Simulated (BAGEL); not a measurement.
**UHF/3-21G (density fitting with qzvpp-jkfit) run of SiNHCl2F (SMILES [NH][Si](F)(Cl)Cl)**

Wanted: a single-point energy of SiNHCl2F. 

The calculation is run with BAGEL 1.2.2.

1 further run of the same task is left out (set aside as unsound or not needed). Runs told in other sessions of the task aren't counted.

### Step 1. The system as given

SiNHCl2F: 6 atoms, total charge 0, spin state doublet. As SMILES, `[NH][Si](F)(Cl)Cl`. The Si2–Cl5 distance was set to 3.029 Å, away from the relaxed value. At this shape a bond of the SMILES string is far longer than usual.

Bond lengths: N1–Si2 1.723 Å, Si2–F3 1.584 Å, Si2–Cl4 2.019 Å, N1–H6 1.022 Å. Angles: N1–Si2–F3 114.8°, N1–Si2–Cl4 107.8°, F3–Si2–Cl4 107.6°, Si2–N1–H6 115.7°. A long bond or contact: Si2–Cl5 3.029 Å.

### Step 2. The energy at UHF/3-21G (density fitting with qzvpp-jkfit)

Contents of hf.json:

```json
{ "bagel" : [

{
  "title" : "molecule",
  "basis" : "3-21g",
  "df_basis" : "qzvpp-jkfit",
  "angstrom" : "true",
  "geometry" : [
    { "atom" : "N", "xyz" : [   -0.601009,   -0.366839,    1.793526 ] },
    { "atom" : "Si", "xyz" : [   -0.155009,   -0.904639,    0.218626 ] },
    { "atom" : "F", "xyz" : [    1.135891,   -1.821139,    0.171026 ] },
    { "atom" : "Cl", "xyz" : [   -1.693509,   -1.980639,   -0.523774 ] },
    { "atom" : "Cl", "xyz" : [    0.401800,    1.555400,   -1.459300 ] },
    { "atom" : "H", "xyz" : [    0.025791,   -0.646339,    2.550426 ] }
  ]
},
{
  "title" : "uhf",
  "nopen" : 1
},
{
  "title" : "print",
  "file" : "orbitals.molden",
  "orbitals" : "true"
}

]}
```

The run is started by

```sh
BAGEL_NUM_THREADS=1 BAGEL hf.json > hf.out
```

**Question.** What will come out? Wanted: total energy; dipole moment; ⟨S²⟩.

Computed results:

At UHF/3-21G (density fitting with qzvpp-jkfit):

```
     quantity           value
 total energy  -1355.64415 Eh
dipole moment          5.76 D
         ⟨S²⟩           0.771
```
